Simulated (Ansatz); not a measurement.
# Ir: the cost of one run

Program: Ansatz 0.2.0. Level of theory: DFT PBEsol, scalar-relativistic, plane waves, PAW. These are calculated values, not measurements.

4 further runs of the same task are left out: 1 that didn't finish, 3 set aside as unsound or not needed.

## Step 1: The starting structure

The structure is cubic, space group Fm-3m (No. 225). Conventional cell: a = 3.832 Å, b = 3.832 Å, c = 3.832 Å, α = 90.00°, β = 90.00°, γ = 90.00°. Around Ir (site symmetry m-3m) lie 12 Ir at 2.71 Å.

Structure file:

```
Ir
1.0
     0.00000    1.91613    1.91613
     1.91613    0.00000    1.91613
     1.91613    1.91613    0.00000
Ir
1
Direct
  0.00000 0.00000 0.00000
```

It is the result of an earlier relaxation at this level (volume 14.07 Å³/atom; gap on the mesh: none (metal)).

## Step 2: Phonons at rest

input.yaml reads:

```yaml
crystal:
  lattice:
    - [0.0, 1.9161321445, 1.9161321445]
    - [1.9161321445, 0.0, 1.9161321445]
    - [1.9161321445, 1.9161321445, 0.0]
  atoms:
    - { symbol: Ir, position: [0.0, 0.0, 0.0] }
basis:
  ecutwfc: 420
kpoints:
  mp_grid: { grid: [20, 20, 20] }
hamiltonian:
  xc: pbesol
scf:
  occupations: { method: fermi_dirac, width: 0.15 }
output:
  eigenvalues: true
phonons:
  method: dfpt
  eigenvectors: true
  qmesh: [2, 2, 2]
  temperatures: { t_max: 1000, t_step: 100 }
  qpath:
    path:
      - [[0.0, 0.0, 0.0], [0.5, 0.0, 0.5], [0.625, 0.25, 0.625]]
      - [[0.375, 0.375, 0.75], [0.0, 0.0, 0.0], [0.5, 0.5, 0.5], [0.5, 0.25, 0.75], [0.5, 0.0, 0.5]]
    npoints: 8
```

Launch:

```sh
ansatz run input.yaml --threads 1 --pin off --max-ram 3072MiB --backend cpu --events-out ev --progress --plain --runs-dir out
```

**Question.** How long does this run take on 1 thread of Intel Xeon 6975P-C (Granite Rapids), shared host, and how much memory does it need?

About 47 s, with a peak of 1.2 GiB.
